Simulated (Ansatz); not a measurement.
# F4H4NOTa: the cost of one run

All numbers below are computed with Ansatz 0.2.0 (RKS B3LYP-D4/def2-SVP).

1 further run of the same task is left out (it didn't finish).

### 1 Starting point

Bond lengths: Ta1–N2 2.510 Å, N2–H3 1.060 Å, N2–H4 1.060 Å, Ta1–F5 1.930 Å, Ta1–F6 1.930 Å, Ta1–F7 1.930 Å, Ta1–O8 2.020 Å, O8–H9 1.010 Å, Ta1–F10 2.230 Å, Ta1–H11 2.364 Å. Angles (14 of 25 angles, heavy atoms first): N2–Ta1–F5 90.0°, N2–Ta1–F6 90.0°, N2–Ta1–F7 120.0°, N2–Ta1–O8 120.0°, N2–Ta1–F10 71.6°, F5–Ta1–F6 180.0°, F5–Ta1–F7 90.0°, F5–Ta1–O8 90.0°, F5–Ta1–F10 59.6°, F6–Ta1–F7 90.0°, F6–Ta1–O8 90.0°, F6–Ta1–F10 120.4°, F7–Ta1–O8 120.0°, F7–Ta1–F10 148.6°.

Structure file:

```xyz
11

Ta    0.0000    0.0000    0.0000
N     2.5100    0.0000    0.0000
H     3.0400   -0.5118    0.7620
H     3.0400    0.5118   -0.7620
F     0.0000    0.0000    1.9300
F     0.0000    0.0000   -1.9300
F    -0.9650    1.6714    0.0000
O    -1.0100   -1.7493    0.0000
H    -1.6563   -1.7655    0.7760
F     0.7032   -1.7912    1.1270
H     1.9054   -1.1844    0.7452
```

### 2 A restrained relaxation towards end A

Springs on the bonds that form and break draw the guess towards this end; the thresholds are loose.

Contents of input.yaml:

```yaml
crystal:
  periodic: [false, false, false]
  atoms:
    - { symbol: Ta, position_ang: [0.0, 0.0, 0.0] }
    - { symbol: "N", position_ang: [2.51, 0.0, 0.0] }
    - { symbol: H, position_ang: [3.04, -0.5118, 0.762] }
    - { symbol: H, position_ang: [3.04, 0.5118, -0.762] }
    - { symbol: F, position_ang: [0.0, 0.0, 1.93] }
    - { symbol: F, position_ang: [0.0, 0.0, -1.93] }
    - { symbol: F, position_ang: [-0.965, 1.6714, 0.0] }
    - { symbol: O, position_ang: [-1.01, -1.7493, 0.0] }
    - { symbol: H, position_ang: [-1.6563, -1.7655, 0.776] }
    - { symbol: F, position_ang: [0.7032, -1.7912, 1.127] }
    - { symbol: H, position_ang: [1.9054, -1.1844, 0.7452] }
basis:
  gaussian: { orbitals: def2-SVP }
hamiltonian:
  xc: b3lyp
  dispersion: d4
relax:
  f_tol: 0.15
  max_steps: 25
  restrain:
    - { distance: [0, 9], at: 3.13, k: 30.0 }
    - { distance: [10, 1], at: 2.26, k: 30.0 }
    - { distance: [0, 1], at: 2.16, k: 30.0 }
    - { distance: [10, 9], at: 0.92, k: 30.0 }
output:
  orbitals: {}
```

On the command line:

```
$ ansatz run input.yaml --threads 4 --pin off --max-ram 5120MiB --backend cpu --events-out ev --progress --plain --runs-dir out
```

**Question.** How long does this run take on 4 threads of Arm Neoverse V2, shared host, and how much memory does it need?

About 36 s, with a peak of 0.41 GiB.
